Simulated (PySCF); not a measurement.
# A workflow on GeH2 (SMILES [GeH2])

Wanted: a geometry optimisation (PBE/def2-SVP), then the energy (NEVPT2(2,2)/ma-def2-TZVP), then ionisation energies (EOM-CCSD/cc-pVTZ-PP) of GeH2. The job is set up through a Python script.

Program for the calculation: PySCF 2.14.0.

1 further run of the same task is left out (for a faulty analytic Hessian).

**1. The system as given**

GeH2 has 3 atoms, charge 0, and is taken as a singlet. As SMILES, `[GeH2]`. All atoms were displaced at random from a relaxed shape. The run starts from this shape.

Bond lengths: Ge1–H2 1.661 Å, Ge1–H3 1.673 Å. Angles: H2–Ge1–H3 82.8°.

**2. A structure relaxation at PBE/def2-SVP (density fitting) (run 1)**

File start.xyz:

```xyz
3

Ge    -0.657021     0.412440    -0.329295
H      0.762464     0.698372     0.484157
H     -0.105606    -1.166528    -0.306840
```

File run.py:

```python
from pyscf import gto, dft
from pyscf import df
from pyscf.geomopt.geometric_solver import kernel as optimise

system = gto.Mole()
system.atom = 'start.xyz'
system.basis = 'def2-svp'
system.max_memory = 1860
system.verbose = 3
system.spin = 0
system.build()

myscf = dft.RKS(system)
myscf.xc = 'pbe'
myscf = myscf.density_fit(auxbasis=df.aug_etb(system, beta=2.0))
converged, mol_eq = optimise(myscf, maxsteps=100)
print('converged:', converged)
print(mol_eq.tostring())

myscf.reset(mol_eq)
system = mol_eq
myscf.kernel()
e_final = myscf.e_tot
print('E = %.10f Eh' % e_final)
```

On the command line:

```
$ OMP_NUM_THREADS=1 python run.py
```

Log:

```text
maxiter                   100
----------------------------------------------------------
Custom engine selected.
Bonds will be generated from interatomic distances less than 1.20 times sum of covalent radii
9 internal coordinates being used (instead of 9 Cartesians)
Internal coordinate system (atoms numbered from 1):
Distance 1-2
Distance 1-3
Angle 2-1-3
Translation-X 1-3
Translation-Y 1-3
Translation-Z 1-3
Rotation-A 1-3
Rotation-B 1-3
Rotation-C 1-3
> ===== Optimization Info: ====
> Job type: Energy minimization
> Maximum number of optimization cycles: 100
> Initial / maximum trust radius (Angstrom): 0.100 / 0.300
> Convergence Criteria:
> Will converge when all 5 criteria are reached:
>  |Delta-E| < 1.00e-06
>  RMS-Grad  < 3.00e-04
>  Max-Grad  < 4.50e-04
>  RMS-Disp  < 1.20e-03
>  Max-Disp  < 1.80e-03
> === End Optimization Info ===

[... 7 lines left out ...]
WARN: Mole.unit (angstrom) is changed to Bohr
[... 1 line left out ...]
converged SCF energy = -2077.55650745966
[... 7 lines left out ...]
Step    0 : Gradient = 1.656e-02/2.314e-02 (rms/max) Energy = -2077.5565074597
[... 8 lines left out ...]
converged SCF energy = -2077.55864603435
[... 16 lines left out ...]
converged SCF energy = -2077.55867508126
[... 10 lines left out ...]
Geometry optimization cycle 4
Cartesian coordinates (Angstrom)
 Atom        New coordinates             dX        dY        dZ
  Ge  -0.601704   0.371785  -0.306559   -0.000146  0.000095 -0.000045
   H   0.752162   0.751207   0.487874    0.000065  0.000021  0.000067
   H  -0.150680  -1.178674  -0.333214    0.000056 -0.000099  0.000015
converged SCF energy = -2077.55867510251
--------------- DFRKS_Scanner gradients ---------------
         x                y                z
0 Ge    -0.0000042045     0.0000043517    -0.0000021545
1 H     0.0000041705     0.0000010103     0.0000014537
2 H     0.0000008246    -0.0000059054    -0.0000004625
----------------------------------------------
cycle 4: E = -2077.5586751  dE = -2.12472e-08  norm(grad) = 9.8768e-06
Step    3 : Displace = 1.333e-04/1.742e-04 (rms/max) Trust = 2.000e-01 (+) Grad = 5.702e-06/6.423e-06 (rms/max) E (change) = -2077.5586751025 (-2.125e-08) Quality = 0.905
Hessian Eigenvalues: 4.99998e-02 5.00000e-02 5.00000e-02 ... 1.12271e-01 1.15594e-01 1.43264e-01
Converged! =D

converged: True
Ge         -0.60170423        0.37178502       -0.30655941
H           0.75216225        0.75120744        0.48787440
H          -0.15068016       -1.17867435       -0.33321362
converged SCF energy = -2077.5586751025
E = -2077.5586751025 Eh
```

Run time: 27 s. Hardware: 1 thread of Intel Xeon at 2.50GHz (Skylake/Cascade Lake), shared host; peak memory 0.33 GiB.

The path in brief:

```tsv
step	energy from the first frame kept (eV)	largest force (eV/Å)
0	0.0000	1.1900
1	-0.0582	0.0875
2	-0.0590	0.0042
3	-0.0590	0.0003
```

After the run. Bond lengths: Ge1–H2 1.615 Å, Ge1–H3 1.615 Å. Angles: H2–Ge1–H3 90.0°.

**3. A single-point energy at NEVPT2(2,2)/ma-def2-TZVP (run 3)**

File job.py:

```python
from pyscf import gto, mcscf, mrpt

system = gto.Mole()
system.atom = [
    ('Ge', (-0.601704, 0.371785, -0.306559)),
    ('H', (0.752162, 0.751207, 0.487874)),
    ('H', (-0.150680, -1.178674, -0.333214)),
]
system.max_memory = 1860
system.verbose = 3
system.basis = 'ma-def2-tzvp'
system.charge = 0
system.build()

myscf = system.RHF()
myscf.kernel()

cas = mcscf.CASSCF(myscf, 2, 2)
cas.fix_spin_(ss=0.0)
cas.natorb = True
cas.kernel()
e_pt2 = mrpt.NEVPT(cas).kernel()
energy = cas.e_tot + e_pt2
print(f'total energy: {energy:.8f} hartree')
```

On the command line:

```
$ OMP_NUM_THREADS=1 python job.py
```

Log:

```text
converged SCF energy = -2076.47567348609
CASSCF energy = -2076.49380816316
CASCI E = -2076.49380816316  E(CI) = -1.25715908284837  S^2 = 0.0000000
Sr    (-1)',   E = -0.00000000005161
Si    (+1)',   E = 0.00000000021586
Sijrs (0)  ,   E = -0.30686796768844
Sijr  (+1) ,   E = -0.01147117853202
Srsi  (-1) ,   E = -0.02946131988998
Srs   (-2) ,   E = -0.00915169488748
Sij   (+2) ,   E = -0.00019599666213
Sir   (0)' ,   E = -0.00701185264268
Nevpt2 Energy = -0.364160010138488
total energy: -2076.85796817 hartree
```

Run time: 9.1 s. Hardware: 1 thread of Intel Xeon at 2.50GHz (Skylake/Cascade Lake), shared host; peak memory 0.15 GiB.

**4. Ionisation energies at EOM-CCSD/cc-pVTZ-PP (core potential, root kind ip) (run 4)**

File run.py:

```python
# [GeH2]
import numpy
from pyscf import gto, scf, cc

mol = gto.M(
    atom=[
    ('Ge', (-0.601704, 0.371785, -0.306559)),
    ('H', (0.752162, 0.751207, 0.487874)),
    ('H', (-0.150680, -1.178674, -0.333214)),
],
    verbose=4,
    basis={'default': 'cc-pvtz-pp', 'H': 'cc-pvtz'},
    max_memory=1860,
    ecp={'Ge': 'cc-pvtz-pp'},
    charge=0,
)

mf = scf.RHF(mol)
mf.kernel()

mycc = cc.CCSD(mf, frozen=4)
mycc.kernel()
energy = mycc.e_tot
print('Final energy', energy)

e, vec = mycc.ipccsd(nroots=2)
roots = numpy.atleast_1d(e) * 27.211386
print('EOM-IP-CCSD roots (eV)')
for i, w in enumerate(roots, 1):
    print('%3d %10.4f' % (i, w))
```

On the command line:

```
$ OMP_NUM_THREADS=1 python run.py
```

Log:

```text
PySCF version 2.14.0

[INPUT] num. atoms = 3
[INPUT] num. electrons = 24
[INPUT] charge = 0
[INPUT] spin (= nelec alpha-beta = 2S) = 0
[INPUT] symmetry False subgroup None
[INPUT] Mole.unit = angstrom
[INPUT] Symbol           X                Y                Z      unit          X                Y                Z       unit  Magmom
[INPUT]  1 Ge    -0.601704000000   0.371785000000  -0.306559000000 AA   -1.137055768055   0.702571827221  -0.579312551021 Bohr   0.0
[INPUT]  2 H      0.752162000000   0.751207000000   0.487874000000 AA    1.421380181305   1.419575492856   0.921948243296 Bohr   0.0
[INPUT]  3 H     -0.150680000000  -1.178674000000  -0.333214000000 AA   -0.284743932449  -2.227371050146  -0.629683200871 Bohr   0.0

nuclear repulsion = 14.6494569472365
number of shells = 23
number of NR pGTOs = 127
number of NR cGTOs = 67
basis = {'default': 'cc-pvtz-pp', 'H': 'cc-pvtz'}
ecp = {'Ge': 'cc-pvtz-pp'}

[... 35 lines left out ...]
converged SCF energy = -294.505022814497
[... 12 lines left out ...]
Init t2, MP2 energy = -294.679326190693  E_corr(MP2) -0.174303376196423
[... 12 lines left out ...]
CCSD converged
[... 1 line left out ...]
Final energy -294.701342862515
[... 1 line left out ...]
******** <class 'pyscf.cc.eom_rccsd.EOMIP'> ********
max_space = 20
max_cycle = 50
conv_tol = 1e-07
partition = None
EOM-CCSD root 0 E = 0.3506596333078256  qpwt = 0.965259  conv = True
EOM-CCSD root 1 E = 0.4211288400793372  qpwt = 0.942898  conv = True
EOM-IP-CCSD roots (eV)
  1     9.5419
  2    11.4595
```

Wall time 16 s (1 thread of Intel Xeon at 2.50GHz (Skylake/Cascade Lake), shared host); peak memory 0.22 GiB.

**5. What came out**

| quantity | value |
| --- | --- |
| run 1, PBE/def2-SVP: total energy at the end | -2077.55868 Eh |
| run 1, PBE/def2-SVP: dipole moment | 0.11 D |
| run 1, PBE/def2-SVP: HOMO energy | -5.86 eV |
| run 1, PBE/def2-SVP: LUMO energy | -3.91 eV |
| run 1, PBE/def2-SVP: HOMO–LUMO gap | 1.94 eV |
| run 3, NEVPT2(2,2)/ma-def2-TZVP: total energy | -2076.85797 Eh |
| run 3, NEVPT2(2,2)/ma-def2-TZVP: dipole moment (Hartree–Fock density) | 0.14 D |
| run 3, NEVPT2(2,2)/ma-def2-TZVP: HOMO energy (Hartree–Fock orbitals) | -9.26 eV |
| run 3, NEVPT2(2,2)/ma-def2-TZVP: LUMO energy (Hartree–Fock orbitals) | -0.15 eV |
| run 3, NEVPT2(2,2)/ma-def2-TZVP: HOMO–LUMO gap (Hartree–Fock orbitals) | 9.10 eV |
| run 4, EOM-CCSD/cc-pVTZ-PP: ground-state or mean-field energy | -294.70134 Eh |
| run 4, EOM-CCSD/cc-pVTZ-PP: dipole moment (Hartree–Fock density) | 0.27 D |
| run 4, EOM-CCSD/cc-pVTZ-PP: HOMO energy (Hartree–Fock orbitals) | -9.31 eV |
| run 4, EOM-CCSD/cc-pVTZ-PP: LUMO energy (Hartree–Fock orbitals) | 0.05 eV |
| run 4, EOM-CCSD/cc-pVTZ-PP: HOMO–LUMO gap (Hartree–Fock orbitals) | 9.36 eV |
| run 4, EOM-CCSD/cc-pVTZ-PP: correlation energy (4 core orbitals frozen) | -196.3 mEh |
| run 4, EOM-CCSD/cc-pVTZ-PP: T1 diagnostic | 0.011 |
| run 4, EOM-CCSD/cc-pVTZ-PP: first ionisation energy | 9.54 eV |

The optimisation (run 1, PBE/def2-SVP) took 3 steps and changed the energy by -0.059 eV.
